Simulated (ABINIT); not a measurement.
# PtSe (P-6m2) in ABINIT: single point with LDA

Aim: the single point of PtSe with LDA.

Everything below comes from runs of ABINIT 10.8.3 (patched build). Logs are shortened: lines on timing, memory, paths and dates and some standing lists are left out, and cuts for length are marked. The log counts tension as positive stress, the text compression.

### Step 1. The cell of the first run

Symmetry: P-6m2, No. 187, hexagonal system. The conventional cell has a = 3.798 Å, b = 3.798 Å, c = 3.707 Å, α = 90.00°, β = 90.00°, γ = 120.00°. Around Pt (site symmetry -6m2) lie 6 Se at 2.87 Å. Se (site symmetry -6m2) is surrounded by 6 Pt at 2.87 Å.

The cell comes from a database or a generator and needn't be the stable form of this composition.

### Step 2. Single point, LDA (cell stretched)

Contents of run.abi:

```
# Pseudopotentials
pp_dirpath "./"
pseudos "Pt.LDA_PW-JTH.xml, Se.LDA_PW-JTH.xml"

# Structure
acell 3.7980655332 3.7980655331 3.7067237823 Angstrom
rprim
     1.0000000000     0.0000000000     0.0000000000
    -0.4999999987     0.8660254046     0.0000000000
     0.0000000000     0.0000000000     1.0000000000
ntypat 2
znucl 78 34
natom 2
typat 1 2
xred
     0.0000000000     0.0000000000     0.0000000000
     0.6666666667     0.3333333333     0.5000000000
chkprim 0
chksymtnons 0
tolsym 1.0e-6

# Plane-wave basis
ecut 12.0
pawecutdg 24.0

# k points
kptopt 1
ngkpt 6 6 5
nshiftk 1
shiftk 0.0 0.0 0.0

# Exchange and correlation
ixc 7

# Bands and occupations
nband 12
occopt 3
tsmear 0.00183747

# SCF cycle
nstep 100
tolvrs 1.0e-9

# Output
iomode 3
prtwf 0
prtden 0
prteig 0
prtebands 0
enunit 1
prtvol 2
```

Potentials or basis: JTH PAW LDA v2.0.

The run is started by

```bash
> abinit run.abi > log 2>&1
```

run.abo:

```text
.Version 10.8.3 of ABINIT
 Symmetries : space group P-6 m 2 (#187); Bravais hP (primitive hexag.)
================================================================================
 Values of the parameters that define the memory need of the present run
     intxc =       0    ionmov =       0      iscf =      17    lmnmax =      18
     lnmax =       6     mgfft =      24  mpssoang =       3    mqgrid =    3001
     natom =       2  nloc_mem =       2    nspden =       1   nspinor =       1
    nsppol =       1      nsym =      12    n1xccc =       1    ntypat =       2
    occopt =       3   xclevel =       1
       mpw =         636          nfft =       13824          nkpt =          21
 PAW method is used; the additional fine FFT grid is defined by:
   mgfftf=        32    nfftf =     32768
================================================================================
================================================================================

--------------------------------------------------------------------------------
------------- Echo of variables that govern the present computation ------------
--------------------------------------------------------------------------------
 -outvars: echo values of preprocessed input variables --------
            acell      7.1773036660E+00  7.1773036658E+00  7.0046927729E+00 Bohr
              amu      1.95080000E+02  7.89600000E+01
          chkprim           0
      chksymtnons           0
             ecut      1.20000000E+01 Hartree
           enunit           1
              ixc           7
         kptrlatt        6    0    0      0    6    0      0    0    5
          kptrlen      3.50234639E+01
            natom           2
            nband          12
            ngfft          24      24      24
          ngfftdg          32      32      32
             nkpt          21
            nstep         100
             nsym          12
           ntypat           2
           occopt           3
        pawecutdg      2.40000000E+01 Hartree
           prtden           0
        prtebands           0
           prteig           0
           prtvol           2
            prtwf           0
            rprim      1.0000000000E+00  0.0000000000E+00  0.0000000000E+00
                      -4.9999999870E-01  8.6602540460E-01  0.0000000000E+00
                       0.0000000000E+00  0.0000000000E+00  1.0000000000E+00
          spgroup         187
           tolsym      1.00000000E-06
           tolvrs      1.00000000E-09
           tsmear      1.83747000E-03 Hartree
            typat      1  2
           useylm           1
           xangst      0.0000000000E+00  0.0000000000E+00  0.0000000000E+00
                       1.8990327683E+00  1.0964070800E+00  1.8533618911E+00
            xcart      0.0000000000E+00  0.0000000000E+00  0.0000000000E+00
                       3.5886518361E+00  2.0719091037E+00  3.5023463865E+00
             xred      0.0000000000E+00  0.0000000000E+00  0.0000000000E+00
                       6.6666666667E-01  3.3333333333E-01  5.0000000000E-01
            znucl       78.00000   34.00000

================================================================================

 chkinp: Checking input parameters for consistency.

================================================================================
== DATASET  1 ==================================================================

--- !DatasetInfo
iteration_state: {dtset: 1, }
dimensions: {natom: 2, nkpt: 21, mband: 12, nsppol: 1, nspinor: 1, nspden: 1, mpw: 636, }
cutoff_energies: {ecut:  12.0, pawecutdg:  24.0, }
electrons: {nelect:   1.60000000E+01, charge:   0.00000000E+00, occopt:   3.00000000E+00, tsmear:   1.83747000E-03, }
meta: {optdriver: 0, ionmov: 0, optcell: 0, iscf: 17, paral_kgb: 0, }
...

 Exchange-correlation functional for the present dataset will be:
  LDA: Perdew-Wang 92 LSD fit to Ceperley-Alder data - ixc=7
  J.P.Perdew and Y.Wang, PRB 45, 13244 (1992)

 Real(R)+Recip(G) space primitive vectors, cartesian coordinates (Bohr,Bohr^-1):
 R(1)=  7.1773037  0.0000000  0.0000000  G(1)=  0.1393281  0.0804411  0.0000000
 R(2)= -3.5886518  6.2157273  0.0000000  G(2)=  0.0000000  0.1608822  0.0000000
 R(3)=  0.0000000  0.0000000  7.0046928  G(3)=  0.0000000  0.0000000  0.1427614
 Unit cell volume ucvol=  3.1249449E+02 bohr^3
 Angles (23,13,12)=  9.00000000E+01  9.00000000E+01  1.20000000E+02 degrees

 Coarse grid specifications (used for wave-functions):

[... 154 lines left out ...]
   0.3333  0.1667  0.4000    1  8.57111E-13 kpt; spin; max resid(k); each band:
  5.49E-14 3.93E-13 5.52E-13 8.17E-13 4.61E-13 1.08E-13 8.61E-14 2.87E-13
  5.17E-13 8.57E-13 3.76E-13 3.42E-13
   0.3333  0.3333  0.4000    1  1.47423E-10 kpt; spin; max resid(k); each band:
  2.01E-13 4.97E-13 4.60E-13 1.38E-13 1.17E-13 2.07E-14 3.47E-14 2.10E-13
  1.95E-13 1.51E-13 5.54E-13 1.47E-10
 reduced coordinates (array xred) for    2 atoms
       0.000000000000      0.000000000000      0.000000000000
       0.666666666667      0.333333333333      0.500000000000
 rms dE/dt=  1.3786E-25; max dE/dt=  2.7573E-25; dE/dt below (all hartree)
    1       0.000000000000      0.000000000000      0.000000000000
    2      -0.000000000000      0.000000000000      0.000000000000

 cartesian coordinates (angstrom) at end:
    1      0.00000000000000     0.00000000000000     0.00000000000000
    2      1.89903276826250     1.09640708000008     1.85336189115000

 cartesian forces (hartree/bohr) at end:
    1     -0.00000000000000    -0.00000000000000    -0.00000000000000
    2      0.00000000000000     0.00000000000000    -0.00000000000000
 frms,max,avg= 1.1089888E-26 1.6634832E-26   0.000E+00  0.000E+00  0.000E+00 h/b

 cartesian forces (eV/Angstrom) at end:
    1     -0.00000000000000    -0.00000000000000    -0.00000000000000
    2      0.00000000000000     0.00000000000000    -0.00000000000000
 frms,max,avg= 5.7026495E-25 8.5539743E-25   0.000E+00  0.000E+00  0.000E+00 e/A
 length scales=  7.177303665998  7.177303665809  7.004692772936 bohr
              =  3.798065533200  3.798065533100  3.706723782300 angstroms
 Fermi (or HOMO) energy (eV) =   2.43819   Average Vxc (eV)= -10.45452
 Eigenvalues (   eV  ) for nkpt=  21  k points:
 kpt#   1, nband= 12, wtk=  0.00556, kpt=  0.0000  0.0000  0.0000 (reduced coord)
 -11.50789   -0.68642   -0.68642   -0.44559    0.65747    0.70408    0.70408    2.03383
   3.02788    3.02788    9.99749   10.24342
 kpt#   2, nband= 12, wtk=  0.03333, kpt=  0.1667  0.0000  0.0000 (reduced coord)
 -11.32543   -1.47738   -0.52742   -0.27436   -0.25967    0.66603    1.41803    1.88986
   2.64221    4.02085    9.23548   10.72808
 kpt#   3, nband= 12, wtk=  0.03333, kpt=  0.3333  0.0000  0.0000 (reduced coord)
 -10.91372   -2.76883   -0.86253   -0.13378   -0.13257    0.59127    1.20294    1.91891
   3.04648    4.76122    8.68239   11.08131
 kpt#   4, nband= 12, wtk=  0.01667, kpt=  0.5000  0.0000  0.0000 (reduced coord)
 -10.67634   -3.36095   -1.05937   -0.21660    0.15204    0.55441    1.36629    1.51286
   3.56746    4.93680    8.22990   11.22784
 kpt#   5, nband= 12, wtk=  0.03333, kpt=  0.1667  0.1667  0.0000 (reduced coord)
 -11.02478   -2.35669   -0.72746   -0.47642   -0.01839    0.56468    1.10369    1.96174
   2.81048    5.05517    8.91259   10.95977
 kpt#   6, nband= 12, wtk=  0.06667, kpt=  0.3333  0.1667  0.0000 (reduced coord)
 -10.68289   -3.09373   -1.00791   -0.76521    0.33648    0.44025    1.06674    1.38640
[... 31 lines left out ...]
 kpt#  17, nband= 12, wtk=  0.06667, kpt=  0.3333  0.0000  0.4000 (reduced coord)
 -10.51648   -2.71960   -1.59303   -1.11865    0.30403    0.89948    1.13409    1.83139
   3.51286    4.76314    8.49784   10.10695
 kpt#  18, nband= 12, wtk=  0.03333, kpt=  0.5000  0.0000  0.4000 (reduced coord)
 -10.38122   -2.54424   -1.86363   -1.28496    0.82049    1.14134    1.14735    1.78843
   3.26091    3.60849    8.12035    9.50918
 kpt#  19, nband= 12, wtk=  0.06667, kpt=  0.1667  0.1667  0.4000 (reduced coord)
 -10.58114   -2.85217   -1.49112   -0.94084    0.18596    0.84360    1.15803    1.76239
   3.38280    5.56641    8.79066    9.56773
 kpt#  20, nband= 12, wtk=  0.13333, kpt=  0.3333  0.1667  0.4000 (reduced coord)
 -10.38210   -2.40119   -2.03651   -1.19097    0.49139    1.14110    1.35710    1.71068
   3.34055    3.81128    7.46312    9.43492
 kpt#  21, nband= 12, wtk=  0.02222, kpt=  0.3333  0.3333  0.4000 (reduced coord)
 -10.31220   -2.32738   -2.10047   -1.27779    0.59439    1.12009    1.24520    2.46810
   3.11660    3.17719    6.19955   10.95177
 Total charge density [el/Bohr^3]
)     Maximum=    4.5277E-01  at reduced coord.    0.0000    0.0000    0.0000
)Next maximum=    4.3952E-01  at reduced coord.    0.0000    0.0000    0.9688
)     Minimum=   -1.9543E-03  at reduced coord.    0.6563    0.3438    0.5000
)Next minimum=   -1.9543E-03  at reduced coord.    0.6563    0.3125    0.5000
   Integrated=    1.6000E+01

--- !EnergyTerms
iteration_state     : {dtset: 1, }
comment             : Components of total free energy in Hartree
kinetic             :  1.13979554858931E+01
hartree             :  5.30129716835156E+00
xc                  : -9.01139689677281E+00
Ewald energy        : -3.49287389289346E+01
psp_core            :  3.14448875305105E+00
local_psp           : -1.84547911182055E+01
PAW spherical_terms :  5.73930045442944E+00
internal            : -3.68118850821877E+01
'-kT*entropy'       : -2.49445087115303E-04
total_energy        : -3.68121345272748E+01
total_energy_eV     : -1.00170921116069E+03
...

--- !EnergyTermsDC
iteration_state     : {dtset: 1, }
comment             : '"Double-counting" decomposition of free energy'
band_energy         : -8.40176042161701E-01
Ewald energy        : -3.49287389289346E+01
psp_core            :  3.14448875305105E+00
xc_dc               : -7.55103154505178E+00
PAW spherical_terms :  3.36354385626527E+00
internal            : -3.68119139068317E+01
'-kT*entropy'       : -2.49445087115303E-04
total_energy_dc     : -3.68121633519188E+01
total_energy_dc_eV  : -1.00170999551921E+03
...

--- !EnergyTermsWithPAWCore
iteration_state     : {dtset: 1, }
comment             : 'Components of total free energy, including PAW core contributions'
Total energy        : -2.08304063792914E+04
Total energy DC     : -2.08304064081161E+04
Total energy (eV)   : -5.66824233647645E+05
Total energy DC (eV): -5.66824234432004E+05
...

 Cartesian components of stress tensor (hartree/bohr^3)
  sigma(1 1)=  6.69375705E-04  sigma(3 2)=  0.00000000E+00
  sigma(2 2)=  6.69375686E-04  sigma(3 1)=  0.00000000E+00
  sigma(3 3)=  8.99660038E-04  sigma(2 1)= -1.62729313E-11

-Cartesian components of stress tensor (GPa)         [Pressure= -2.1952E+01 GPa]
- sigma(1 1)=  1.96937132E+01  sigma(3 2)=  0.00000000E+00
- sigma(2 2)=  1.96937126E+01  sigma(3 1)=  0.00000000E+00
- sigma(3 3)=  2.64689122E+01  sigma(2 1)= -4.78766169E-07

== END DATASET(S) ==============================================================
================================================================================

 -outvars: echo values of variables after computation  --------
            acell      7.1773036660E+00  7.1773036658E+00  7.0046927729E+00 Bohr
           etotal     -3.6812163352E+01
            fcart     -9.6041244624E-27 -1.6634831501E-26 -0.0000000000E+00
                       9.6041244624E-27  1.6634831501E-26 -0.0000000000E+00
            rprim      1.0000000000E+00  0.0000000000E+00  0.0000000000E+00
                      -4.9999999870E-01  8.6602540460E-01  0.0000000000E+00
                       0.0000000000E+00  0.0000000000E+00  1.0000000000E+00
           strten      6.6937570531E-04  6.6937568566E-04  8.9966003808E-04
                       0.0000000000E+00  0.0000000000E+00 -1.6272931311E-11
           xangst      0.0000000000E+00  0.0000000000E+00  0.0000000000E+00
                       1.8990327683E+00  1.0964070800E+00  1.8533618911E+00
             xred      0.0000000000E+00  0.0000000000E+00  0.0000000000E+00
                       6.6666666667E-01  3.3333333333E-01  5.0000000000E-01
 Calculation completed.
```

Run time: 5.5 s. Hardware: 1 thread of Arm Neoverse V2, shared host; peak memory 0.07 GiB.

Results:

```
Free energy                                           : -1001.7100 eV
Band gap on the k mesh                                : none (metal or under the smearing width)
Valence electrons inside the program's atomic spheres : Pt 8.29; Se 3.69
```

Caveat: the cutoff is too short for stress, so the log's stress isn't used. The run has no spin-orbit coupling, so splittings on Pt are missing.
